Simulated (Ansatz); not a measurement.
What does this script print? It uses the Python package of Ansatz (0.2.0).

Script `torsion_ch4alfn2.py`:
```python
from dataclasses import dataclass

import ansatz as az
from ase import Atoms


@dataclass(frozen=True)
class RunConfig:
    basis_set: str = "6-31G*"
    functional: str = "pbe0"
    fmax: float = 0.02
    level: str = "mp2"


opts = RunConfig()

atoms = Atoms(["N", "C", "N", "Al", "F", "H", "H", "H", "H"], positions=[
    [0.8588, -0.6704, 1.6069],
    [1.28, 0.0713, 0.6122],
    [0.4563, 0.4458, -0.5362],
    [-1.2877, 0.034, -0.8586],
    [-2.3236, -0.9512, 0.3024],
    [-0.1722, -0.9533, 1.6338],
    [2.3442, 0.3932, 0.6556],
    [0.9841, 1.0265, -1.2784],
    [-2.0513, 0.558, -2.1548],
])

first = (
    az.Crystal.molecule_from_ase(atoms).calculation()
    .basis(gaussian=opts.basis_set)
    .functional(opts.functional)
    .relax(force_tolerance=opts.fmax, max_steps=80)
)
atoms.positions = first.run(threads=1, pin="off").report["positions_ang"]

start = atoms.get_dihedral(1, 2, 3, 4)
energies = {}
for turn in range(0, 360, 30):
    turned = atoms.copy()
    turned.set_dihedral(1, 2, 3, 4, start + turn, indices=[3, 4, 8])
    job = (
        az.Crystal.molecule_from_ase(turned).calculation()
        .basis(gaussian=opts.basis_set)
        .correlation(opts.level)
    )
    energies[round((start + turn) % 360)] = job.run(threads=1, pin="off").report["free_energy_ev"]
floor = min(energies.values())
print("dihedral C1-N2-Al3-F4 (deg)   E - E(min) (kJ/mol)")
for angle, e in sorted(energies.items()):
    print(f"{angle:8d} {96.485332 * (e - floor):14.3f}  " + "#" * int(30 * (e - floor) / max(max(energies.values()) - floor, 1e-9)))
```

```console
$ python torsion_ch4alfn2.py
dihedral C1-N2-Al3-F4 (deg)   E - E(min) (kJ/mol)
       0          0.000
      30          9.983  ########
      60         28.787  #######################
      90         36.380  #############################
     120         27.845  ######################
     150         13.111  ##########
     180          6.291  #####
     210         13.302  ##########
     240         28.066  #######################
     270         36.421  ##############################
     300         28.682  #######################
     330          9.934  ########
```

What to keep in mind:
- The scan is rigid and the energies are electronic, in a modest basis. With rigid groups the curve can differ much from the relaxed path, the start wasn't checked as a minimum of this torsion, and equivalent turns needn't return to the same energy.
- The start is relaxed with a density functional and scanned with the wavefunction method, so it isn't exactly that method's minimum.
- Run time: 32 s on 1 thread of Intel(R) Xeon(R) 6975P-C (Granite Rapids) (shared host), peak memory 0.25 GiB.

(Lines on the test bed's own set-up are left out of the output.)
